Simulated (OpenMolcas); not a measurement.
# Cr⁴⁺ among point charges: CASSCF and CASPT2 levels and susceptibility

Aim: the splitting of the states of Cr⁴⁺ in the field of 6 point charges, its lowest levels with spin-orbit coupling and its magnetic susceptibility.

Program: OpenMolcas 26.06. Level of theory: state-averaged CASSCF and CASPT2, spin-orbit coupling by RASSI with atomic mean-field integrals. These are calculated values, not measurements, unless marked.

## (1) The atom as given

```
Species                           : Cr⁴⁺ (chromium, Z = 24, 20 electrons)
Basis                             : ANO-RCC-VDZP [5s4p2d1f], 34 functions
Scalar Hamiltonian                : DKH2, point nucleus
Inactive shells                   : 1s 2s 2p 3s 3p
Active space                      : 2 electrons in 5 orbitals (3d)
Some configurations of this space : 3d2
Orbitals                          : optimised for each spin and parity, averaged over all roots
```

The outer shells:

3d2
```
3d [↑ ][↑ ][  ][  ][  ]
```

The ion sits among 6 point charges of -2 e arranged as a tetragonal octahedron (D4h), 1.82 Å from the ion, with the axial distance 1.966 Å.

The work runs as a chain of OpenMolcas steps in one folder; each step below is one input file. Labels, J, g values, rates, χT and fits are worked out afterwards by a script from the matrices that RASSI stores. The input lists half of the charges; inversion (Group=XYZ) makes the rest.

## (2) One- and two-electron integrals

Contents of a.inp:

```
&GATEWAY
Coord
1

Cr 0.0 0.0 0.0
Basis=ANO-RCC-VDZP
Group=XYZ
NoMove
AngMom=0.0 0.0 0.0
AMFI
XField
3 Angstrom 0
1.820000 0.000000 0.000000 -2.000000
0.000000 1.820000 0.000000 -2.000000
0.000000 0.000000 1.965600 -2.000000
&SEWARD
```

The run is started by

```sh
$ OMP_NUM_THREADS=1 MOLCAS_MEM=1689 MOLCAS_PROJECT=a pymolcas a.inp > a.log
```

## (3) Reference wave functions, triplets of even parity, 10 roots

Contents of a.inp:

```
&RASSCF
FileOrb=start.orb
Symmetry=1
Spin=3
nActEl=2 0 0
Inactive=3 6
Ras2=5 0
CIRoot=10 10 1
SDav=10
CIMx=300
Iter=120 100
PrWF=0.3
OrbListing=Nothing
MaxOrb=0
>>> COPY $Project.JobIph JOB001
```

start.orb holds the contracted functions of the basis, ordered by shell, or the orbitals of the step before.

## (4) Reference wave functions, singlets of even parity, 15 roots

Contents of a.inp:

```
&RASSCF
FileOrb=start.orb
Symmetry=1
Spin=1
nActEl=2 0 0
Inactive=3 6
Ras2=5 0
CIRoot=15 15 1
SDav=15
CIMx=300
Iter=120 100
PrWF=0.3
OrbListing=Nothing
MaxOrb=0
>>> COPY $Project.JobIph JOB002
```

## (5) State interaction with spin-orbit coupling

Contents of a.inp:

```
&RASSI
NrOfJobIphs=2 10 15
1 2 3 4 5 6 7 8 9 10
1 2 3 4 5 6 7 8 9 10 11 12 13 14 15
IphNames
JOB001
JOB002
EJob
SpinOrbit
DIPRint=1.0
SOCoupling=1000.0
Subsets=2
Property=9
'ANGMOM' 1 'ANGMOM' 2 'ANGMOM' 3 'MLTPL  1' 1 'MLTPL  1' 2 'MLTPL  1' 3
'AMFI' 1 'AMFI' 2 'AMFI' 3
SOProperty=3
'ANGMOM' 1 'ANGMOM' 2 'ANGMOM' 3
```

## (6) CASPT2: IPEA 0.25, imaginary shift 0.1 (closed shells correlated: 3s 3p)

Contents of a.inp:

```
>>> COPY JOB001 $Project.JobIph
&CASPT2
Multistate=10 1 2 3 4 5 6 7 8 9 10
NoMult
Frozen=2 3
IPEA=0.25
Imaginary=0.1
MaxIter=60
WThr=0.0 0.3 0.05
PrWF=0.5
NoMix
>>> COPY JOB002 $Project.JobIph
&CASPT2
Multistate=15 1 2 3 4 5 6 7 8 9 10 11 12 13 14 15
NoMult
Frozen=2 3
IPEA=0.25
Imaginary=0.1
MaxIter=60
WThr=0.0 0.3 0.05
PrWF=0.5
NoMix
```

(Steps that only read results are left out.)

Q: Predict the outcome of this session. Wanted: spin-free ground state; first state of the same spin within the active space; lowest level; next level.

**Answer**, as computed:

```
                                            quantity                                                                        value
                                              method  SS-CASPT2, IPEA 0.25, imaginary shift 0.1 (closed shells correlated: 3s 3p)
                              spin-free ground state                                              3A2, 1-fold in its orbital part
first state of the same spin within the active space                                                              3E at 1220 cm⁻¹
                                        lowest level                                                                    1-fold A1
                                          next level                                                                    81.4 cm⁻¹
                                         χT at 300 K                                                               0.71 cm³ K/mol
                           effective moment at 300 K                                                                      2.39 μB
```

Cost by method:

```tsv
method	time of its own steps	time with the reference
A. CASSCF	4.3 s	4.3 s
B. SS-CASPT2, IPEA 0.25, imaginary shift 0.1, +3s 3p	1.4 s	5.7 s
```

Times are of one thread on a shared host.

**Reading.** The spin-free ground state (3A2) comes to 98 % from free-ion F terms and keeps the highest spin of the shell. χT at 300 K is 0.71, against 1.00 cm³ K/mol for the spin alone, so spin-orbit coupling lowers it. The field of point charges can differ much from that of real complexes. Point charges carry no covalency, so the field is a model and not that of real ligands.
